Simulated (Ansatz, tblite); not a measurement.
# Ge22H28 ring sphere (Ge₂₂H₂₈): spin-state energies by level

Aim: set other spin states of Ge22H28 ring sphere (Ge₂₂H₂₈) against its singlet, on many levels of theory.

Program: Ansatz 0.2.0, Gaussian basis. Level of theory: as each input shows. These are calculated values, not measurements.

Levels to be run: triplet, at the geometry of the singlet (GFN1-xTB, GFN2-xTB, PBE0-D4/def2-TZVP, PBE-D4/def2-TZVP); the singlet's energies come from earlier runs.

1 further run of the same task is left out (set aside as unsound or not needed). Runs told in other sessions of the task aren't counted.

### 1 The relaxed structure

The geometry is that of the singlet, from an earlier relaxation (r2SCAN-D4/def2-SVP).

50 atoms, charge 0, spin multiplicity 1.

Bond lengths: Ge1–Ge14 2.430 Å, Ge1–Ge15 2.433 Å, Ge1–H23 1.543 Å, Ge1–H24 1.543 Å, Ge2–Ge15 2.433 Å, Ge2–Ge16 2.430 Å, Ge2–H25 1.543 Å, Ge2–H26 1.543 Å, Ge3–Ge14 2.430 Å, Ge3–Ge17 2.430 Å, Ge3–H27 1.543 Å, Ge3–H28 1.543 Å, Ge4–Ge14 2.430 Å, Ge4–Ge18 2.433 Å, Ge4–H29 1.543 Å, Ge4–H30 1.543 Å, Ge5–Ge15 2.440 Å, Ge5–Ge18 2.440 Å and more. Angles: Ge14–Ge1–Ge15 110.1°, Ge14–Ge1–H23 110.1°, Ge14–Ge1–H24 110.0°, Ge15–Ge1–H23 109.3°, Ge15–Ge1–H24 109.2°, H23–Ge1–H24 108.0°, Ge15–Ge2–Ge16 110.1°, Ge15–Ge2–H25 109.2°, Ge15–Ge2–H26 109.3°, Ge16–Ge2–H25 110.0°, Ge16–Ge2–H26 110.1°, H25–Ge2–H26 108.0°, Ge14–Ge3–Ge17 109.5°, Ge14–Ge3–H27 109.9°, Ge14–Ge3–H28 109.9°, Ge17–Ge3–H27 109.6°, Ge17–Ge3–H28 109.6°, H27–Ge3–H28 108.3° and more.

### 2 Triplet at the fixed geometry, GFN1-xTB

Tight binding, by tblite at 300 K electronic temperature and without a spin-polarisation term:

```python
tblite.interface.Calculator('GFN1-xTB', numbers, positions, charge=0, uhf=2).singlepoint()
```

Energy -1416.4594 eV; 0.82 s.

### 3 Triplet at the fixed geometry, GFN2-xTB

Tight binding, by tblite at 300 K electronic temperature and without a spin-polarisation term:

```python
tblite.interface.Calculator('GFN2-xTB', numbers, positions, charge=0, uhf=2).singlepoint()
```

Energy -1547.3701 eV; 0.78 s.

### 4 Triplet at the fixed geometry, PBE0-D4/def2-TZVP

in.yaml reads:

```yaml
crystal:
  periodic: [false, false, false]
  atoms:
    - {symbol: Ge, position_ang: [-3.733052, -0.933469, -1.890890]}
    - {symbol: Ge, position_ang: [-3.731646, 1.893629, 0.934780]}
    - {symbol: Ge, position_ang: [-0.932411, -0.932126, -4.702588]}
    - {symbol: Ge, position_ang: [-0.938355, -3.732459, -1.888039]}
    - {symbol: Ge, position_ang: [-0.913176, -0.912694, 0.915276]}
    - {symbol: Ge, position_ang: [1.889338, -3.733681, 0.935374]}
    - {symbol: Ge, position_ang: [1.879837, -0.919159, -1.880691]}
    - {symbol: Ge, position_ang: [1.892438, -0.934276, 3.732241]}
    - {symbol: Ge, position_ang: [-0.917643, 1.879654, -1.880494]}
    - {symbol: Ge, position_ang: [-0.928508, 4.703576, 0.929408]}
    - {symbol: Ge, position_ang: [1.882742, 1.880654, 0.915628]}
    - {symbol: Ge, position_ang: [-0.932866, 1.892889, 3.731832]}
    - {symbol: Ge, position_ang: [4.702644, -0.933951, 0.930891]}
    - {symbol: Ge, position_ang: [-2.336500, -2.335277, -3.300775]}
    - {symbol: Ge, position_ang: [-2.345042, 0.483702, -0.482283]}
    - {symbol: Ge, position_ang: [-2.332765, 3.303518, 2.334165]}
    - {symbol: Ge, position_ang: [0.470690, 0.469979, -3.298557]}
    - {symbol: Ge, position_ang: [0.482373, -2.345075, -0.482573]}
    - {symbol: Ge, position_ang: [0.485801, 0.485195, 2.344624]}
    - {symbol: Ge, position_ang: [3.300882, -2.336969, 2.335151]}
    - {symbol: Ge, position_ang: [3.299470, 0.469052, -0.472297]}
    - {symbol: Ge, position_ang: [0.472699, 3.298062, -0.473136]}
    - {symbol: H, position_ang: [-4.647898, -0.047296, -2.762352]}
    - {symbol: H, position_ang: [-4.631254, -1.813895, -0.997283]}
    - {symbol: H, position_ang: [-4.629005, 1.000667, 1.816712]}
    - {symbol: H, position_ang: [-4.647274, 2.764933, 0.049268]}
    - {symbol: H, position_ang: [-1.812957, -0.043722, -5.605603]}
    - {symbol: H, position_ang: [-0.045489, -1.812149, -5.607541]}
    - {symbol: H, position_ang: [-1.821709, -4.624392, -0.990994]}
    - {symbol: H, position_ang: [-0.055831, -4.653479, -2.756627]}
    - {symbol: H, position_ang: [-1.806385, -1.805896, 1.810924]}
    - {symbol: H, position_ang: [0.993967, -4.629002, 1.816939]}
    - {symbol: H, position_ang: [2.759407, -4.651322, 0.050765]}
    - {symbol: H, position_ang: [2.767067, -1.824828, -2.769233]}
    - {symbol: H, position_ang: [0.996361, -1.813685, 4.628984]}
    - {symbol: H, position_ang: [2.765096, -0.050840, 4.648589]}
    - {symbol: H, position_ang: [-1.822433, 2.767863, -2.769020]}
    - {symbol: H, position_ang: [-1.808492, 5.607590, 0.041460]}
    - {symbol: H, position_ang: [-0.040130, 5.607506, 1.809029]}
    - {symbol: H, position_ang: [2.771909, 2.769639, 1.818975]}
    - {symbol: H, position_ang: [-1.814613, 0.997351, 4.626831]}
    - {symbol: H, position_ang: [-0.049554, 2.763918, 4.649819]}
    - {symbol: H, position_ang: [5.606513, -1.814349, 0.043215]}
    - {symbol: H, position_ang: [5.606721, -0.046306, 1.811135]}
    - {symbol: H, position_ang: [-3.232972, -3.231079, -4.187018]}
    - {symbol: H, position_ang: [-3.227753, 4.190927, 3.230281]}
    - {symbol: H, position_ang: [1.371304, 1.370678, -4.176567]}
    - {symbol: H, position_ang: [4.187366, -3.233032, 3.231123]}
    - {symbol: H, position_ang: [4.178414, 1.368205, -1.373529]}
    - {symbol: H, position_ang: [1.372642, 4.175220, -1.375327]}
basis:
  gaussian: {orbitals: def2-TZVP, fitting: {mean_field: def2-universal-jkfit}}
magnetization: {spin_polarized: true, initial_magnetization: 2}
hamiltonian: {xc: pbe0, dispersion: d4}
scf: {omitted_lower_state_checks: [starts]}
output: {orbitals: {seedname: orbitals}}
```

Started as:

```sh
> ansatz run in.yaml --threads 11 --pin off --events-out ev --progress --plain --max-ram 174080MiB --backend cuda --devices 0, --max-vram 75GiB
```

The log of the run:

```text
Functional definition: PBE0
  name "PBE0"
  cite "Adamo & Barone, J. Chem. Phys. 110, 6158 (1999) doi:10.1063/1.478522"
  cite "Perdew, Burke & Ernzerhof, Phys. Rev. Lett. 77, 3865 (1996) doi:10.1103/PhysRevLett.77.3865"
  parent pbe
  parameter a = 0.25
  parameter kappa = 0.804
  parameter beta = 0.06672455060314922
  exchange = (1 - a)*pbe_x(kappa = kappa, mu = beta*pi^2/3) + a*exact_x
  correlation = pbe_c(beta = beta)
these checks for a lower state are left out or cut short: starts
6356 factors; integrals over basis functions are off by at most 5.9e-1 eV
mean field evaluation 1: about -1243708.5030 eV, gradient 4.8e1 eV
mean field evaluation 2: about -1243707.7981 eV, gradient 5.1e1 eV
mean field evaluation 4: about -1243712.0475 eV, gradient 4.9e0 eV
mean field evaluation 8: about -1243712.1552 eV, gradient 7.0e-1 eV
mean field evaluation 16: about -1243712.2798 eV, gradient 2.8e-1 eV
mean field evaluation 32: about -1243712.2827 eV, gradient 9.0e-6 eV
mean field -1243712.28271849 eV, -45705.5833714411 hartree, gradient 9.0e-6 eV, S^2 2.005226; 0 other end points of the search recorded, 0 dependent functions left out
reference -1243712.28280725 eV, -45705.5833747028 hartree; 367, 365 occupied and 857, 859 virtual orbitals, 6356 factors
Total energy: -1243715.69212376 eV, -45705.7086647738 hartree
Checks for a lower state left out: starts
```

Run time: 94 s. Hardware: 1 × H100 with 11 threads of AMD EPYC 7R13, shared host; peak host memory 2.3 GiB.

HOMO -2.34 eV, LUMO -5.74 eV (over both spins; with the spin held, an empty level of the minority spin lies below the top filled one); ⟨S²⟩ 2.005 (pure: 2.00).

### 5 Triplet at the fixed geometry, PBE-D4/def2-TZVP

start.molden holds the orbitals of an earlier run on this state, given as this run's starting guess.

Edit in.yaml of step 4 so:

```diff
@@ -54,5 +54,5 @@
 basis:
-  gaussian: {orbitals: def2-TZVP, fitting: {mean_field: def2-universal-jkfit}}
+  gaussian: {orbitals: def2-TZVP, fitting: {mean_field: def2-universal-jkfit}, initial_orbitals: start.molden}
 magnetization: {spin_polarized: true, initial_magnetization: 2}
-hamiltonian: {xc: pbe0, dispersion: d4}
+hamiltonian: {xc: pbe, dispersion: d4}
 scf: {omitted_lower_state_checks: [starts]}
```

The command is unchanged.

The log of the run:

```text
Functional definition: PBE
  name "PBE"
  cite "Perdew, Burke & Ernzerhof, Phys. Rev. Lett. 77, 3865 (1996) doi:10.1103/PhysRevLett.77.3865"
  parent pbe
  parameter kappa = 0.804
  parameter beta = 0.06672455060314922
  exchange = pbe_x(kappa = kappa, mu = beta*pi^2/3)
  correlation = pbe_c(beta = beta)
these checks for a lower state are left out or cut short: starts
6356 factors; integrals over basis functions are off by at most 5.9e-1 eV
mean field evaluation 1: about -1243678.1278 eV, gradient 2.7e1 eV
mean field evaluation 2: about -1243679.2833 eV, gradient 1.5e0 eV
mean field evaluation 4: about -1243679.2928 eV, gradient 4.6e-1 eV
mean field evaluation 8: about -1243679.3106 eV, gradient 1.9e-2 eV
mean field evaluation 16: about -1243679.3107 eV, gradient 2.3e-5 eV
mean field -1243679.31068539 eV, -45704.3716715739 hartree, gradient 2.8e-6 eV, S^2 2.001774; 0 other end points of the search recorded, 0 dependent functions left out
reference -1243679.31080025 eV, -45704.3716757949 hartree; 367, 365 occupied and 857, 859 virtual orbitals, 6356 factors
Total energy: -1243683.03797697 eV, -45704.5086470129 hartree
Checks for a lower state left out: starts
```

Wall time 44 s (1 × H100 with 11 threads of AMD EPYC 7R13, shared host); peak host memory 2.2 GiB.

Report: HOMO -2.02 eV, LUMO -5.92 eV (over both spins; with the spin held, an empty level of the minority spin lies below the top filled one); ⟨S²⟩ 2.002 (pure: 2.00).

### 6 Triplet less singlet, vertical

The singlet's energies are those of its earlier runs, whose logs aren't repeated here.

| level | triplet less singlet, vertical (eV) | time |
| --- | --- | --- |
| GFN1-xTB | +3.044 | 1.4 s |
| GFN2-xTB | +3.790 | 1.3 s |
| PBE-D4/def2-TZVP | +3.962 | 60 s |
| PBE0-D4/def2-TZVP | +4.578 | 2.1 min |

Times add the two runs; a level without a time comes out of a correlated run. Tight binding without a spin term can't rank spin states.

### 7 Results

| quantity | value |
| --- | --- |
| triplet less singlet, vertical, functionals in def2-TZVP | +3.962 (PBE-D4) to +4.578 eV (PBE0-D4) |

What this shows: All functionals put the triplet above the singlet, over a spread of 0.616 eV. The checks for a lower triplet were left out, so another state of that spin may lie lower. These are electronic energies, without zero-point motion, entropy or surroundings.
